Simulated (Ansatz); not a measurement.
# NiO: the cost of one run

Program: Ansatz 0.2.0. Level of theory: DFT PBEsol+U (U_eff = 1 eV on Ni d), plane waves, PAW. These are calculated values, not measurements.

## 1. Starting point

Symmetry: Pm-3m, No. 221, cubic system. The conventional cell has a = 2.505 Å, b = 2.505 Å, c = 2.505 Å, α = 90.00°, β = 90.00°, γ = 90.00°. Ni (site symmetry m-3m) has 8 O at 2.17 Å as nearest neighbours. Around O (site symmetry m-3m) lie 8 Ni at 2.17 Å.

Structure file:

```
Ni O
1.0
     2.50462    0.00000    0.00000
     0.00000    2.50462    0.00000
     0.00000    0.00000    2.50462
Ni O
1 1
Direct
  0.00000 0.00000 0.00000
  0.50000 0.50000 0.50000
```

## 2. Ferromagnetic start, free, symmetry kept, no search

input.yaml reads:

```yaml
crystal:
  lattice:
    - [2.50461538, 0.0, 0.0]
    - [0.0, 2.50461538, 0.0]
    - [0.0, 0.0, 2.50461538]
  atoms:
    - { symbol: Ni, position: [0.0, 0.0, 0.0], spin: 2.0 }
    - { symbol: O, position: [0.5, 0.5, 0.5] }
basis:
  ecutwfc: 420
  ecutrho_ratio: 4
kpoints:
  mp_grid: { grid: [7, 7, 7] }
hamiltonian:
  xc: pbesol
  hubbard: { sites: [{ site: 0, l: d, u_eff: 1.0 }] }
scf:
  occupations: { method: gaussian, width: 0.05 }
  lower_state_search: "off"
  max_iter: 150
output:
  forces: true
  stress: true
  eigenvalues: true
  populations: true
  hubbard: { sites: [{ site: 0, l: d }] }
magnetization:
  spin_polarized: true
```

On the command line:

```sh
> ansatz run input.yaml --threads 2 --pin off --max-ram 3072MiB --backend cpu --events-out ev --progress --plain --runs-dir out
```

What time and memory should one allow on 2 threads of Arm Neoverse V2, shared host?

About 2.5 s, with a peak of 0.27 GiB.
